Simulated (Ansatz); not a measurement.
# SbH2S− (SMILES [S-][SbH2]): one structure at several levels

An exercise on one series of results from a longer session: the logs are not shown, and one member is left open.

Method: single points in def2-TZVPPD; program: Ansatz 0.2.0, Gaussian basis.

Correlated methods freeze the cores. Filled d shells of the heavier atoms are correlated. Core potentials replace the inner electrons past krypton, and spin-orbit coupling is left out.

## Where the work starts

4 atoms, charge -1, spin multiplicity 1.

Atoms are counted from 1 here; the program's logs count them from 0.

Bond lengths: S1–Sb2 2.311 Å, Sb2–H3 1.796 Å, Sb2–H4 1.795 Å. Angles: S1–Sb2–H3 102.7°, S1–Sb2–H4 99.9°, H3–Sb2–H4 82.6°.

Geometry (Å):

```xyz
4
H2SSb
S    -1.8580    0.2845   -0.7288
Sb    0.3836   -0.2637   -0.6092
H     0.4849   -1.1727    0.9367
H     0.9776    1.0854    0.4142
```

The first run:

Input file run/in.yaml:

```yaml
crystal:
  periodic: [false, false, false]
  atoms:
    - {symbol: S, position_ang: [-1.858000, 0.284500, -0.728800]}
    - {symbol: Sb, position_ang: [0.383600, -0.263700, -0.609200]}
    - {symbol: H, position_ang: [0.484900, -1.172700, 0.936700]}
    - {symbol: H, position_ang: [0.977600, 1.085400, 0.414200]}
basis:
  gaussian: {orbitals: "def2-TZVPPD.json"}
total_charge: -1
correlation: {method: ccsd_t}
output: {forces: true}
```

The basis file named in the input lies beside it (Basis Set Exchange, JSON).

No record of the launch command was kept for these runs.

Steps of the session up to this table: CCSD(T)/def2-TZVPPD; PBE0-D4/def2-TZVPPD; wB97M-V/def2-TZVPPD; r2SCAN-D4/def2-TZVPPD; PBE-D4/def2-TZVPPD; revPBE-D4/def2-TZVPPD; r2SCAN0-D4/def2-TZVPPD.

One of the session's tables, all rows but one given; the rest of the session is left out.

```
    method  RMS force component (eV/Å)  angle to CCSD(T) forces (°)
   CCSD(T)                       0.499                    reference
   PBE0-D4                       0.387                          7.7
   wB97M-V                           ?                            ?
 r2SCAN-D4                       0.355                          5.3
    PBE-D4                       0.330                         28.6
 revPBE-D4                       0.344                         33.7
r2SCAN0-D4                       0.441                         15.0
```

Q: Estimate the row for wB97M-V from the others.

**Answer.** RMS force component (eV/Å): 0.480; angle to CCSD(T) forces (°): 9.5. In the column «RMS force component (eV/Å)» it lies between r2SCAN0-D4 (0.441) and CCSD(T) (0.499).
